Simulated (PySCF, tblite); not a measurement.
**C₄H₈BN₃: geometry, infrared bands and NMR shifts**

Aim: predict the infrared bands and NMR shifts of C₄H₈BN₃ (`[H]/N=C\C(C=C)=N/BN`).

The runs use tblite 0.8.0 and PySCF 2.14.0, with density-fitted response routines of our own; the level of theory stands in each step. All values are computed, except where a source is named. Atoms count from 0, in the outputs and in this text.

## 1. The molecule as given

16 atoms, charge 0, multiplicity 1; geometry from: force field or distance geometry start.

Bonds of the start (Å): C0–C1 1.28, C1–C2 1.50, C2–C3 1.42, C3–N4 1.28, C2–N5 1.26, N5–B6 1.50, B6–N7 1.54, C0–H8 1.09, C0–H9 1.07, C1–H10 1.09, C3–H11 1.12, N4–H12 1.01, B6–H13 1.20, N7–H14 1.04, N7–H15 1.04.

## 2. Relaxing the molecule with GFN2-xTB

The job: settings as JSON, then the geometry in Å.

```
{"job": {"kind": "relax", "xc": "GFN2-xTB", "basis": "xTB"}, "charge": 0, "multiplicity": 1}
C     -2.235400     0.663200    -1.375300
C     -2.060400    -0.136500    -0.386800
C     -0.670700    -0.351200     0.145900
C     -0.567800    -1.251600     1.240500
N      0.463000    -1.623900     1.893600
N      0.225500     0.305000    -0.455700
B      1.665100     0.210900    -0.055000
N      2.467700     1.527600     0.032100
H     -1.418400     1.201500    -1.850400
H     -3.222600     0.822300    -1.751100
H     -2.883700    -0.669500     0.083500
H     -1.517800    -1.713200     1.598500
H      1.410000    -1.307100     1.712500
H      2.315900    -0.717800    -0.446400
H      2.689600     1.771000    -0.955900
H      3.332400     1.278100     0.558600
```

Launch:

```console
$ OMP_NUM_THREADS=1 python probes_run.py task.json out
```

This one command runs all jobs of the session in turn.

**Question.** This job is followed by: GFN2-xTB harmonic vibrations, gas phase; GIAO PBE0/pcSseg-1 NMR shielding, non-relativistic, gas phase. Predict these results of the whole session: strongest single infrared mode (GFN2-xTB); zero-point energy (GFN2-xTB); 13C shifts against TMS (PBE0/pcSseg-1); 1H shifts against TMS (PBE0/pcSseg-1, means over atoms taken as alike); 15N shifts against NH3 (PBE0/pcSseg-1); 11B shifts against BF3·OEt2 (PBE0/pcSseg-1).

**Answer**, as computed:

| quantity | value |
| --- | --- |
| strongest single infrared mode (GFN2-xTB) | 1357 cm⁻¹, 176 km/mol |
| zero-point energy (GFN2-xTB) | 76.3 kcal/mol |
| 13C shifts against TMS (PBE0/pcSseg-1) | 165.8, 149.2, 138.7, 137.4 ppm |
| 1H shifts against TMS (PBE0/pcSseg-1, means over atoms taken as alike) | 12.09, 8.09, 7.00, 6.69, 6.17, 5.42, 2.42 ppm |
| 15N shifts against NH3 (PBE0/pcSseg-1) | 382.6, 382.2, 64.6 ppm |
| 11B shifts against BF3·OEt2 (PBE0/pcSseg-1) | 22.8 ppm |

Relaxing lowered the energy by 1.750 eV in 99 steps; the close pair that moved most is B6–N7, from 1.544 to 1.401 Å. No mode is imaginary among the 42: a minimum at this level. The strongest single mode, at 1357 cm⁻¹, is spread over many atoms; the largest shares are those of B6, H11. GFN2-xTB is a fitted tight-binding method: band positions and strengths are rough. Its intensities can rank the bands wrongly. At PBE0/pcSseg-1: The largest span, 778 ppm, is at N4, where the paramagnetic term is -441 ppm.
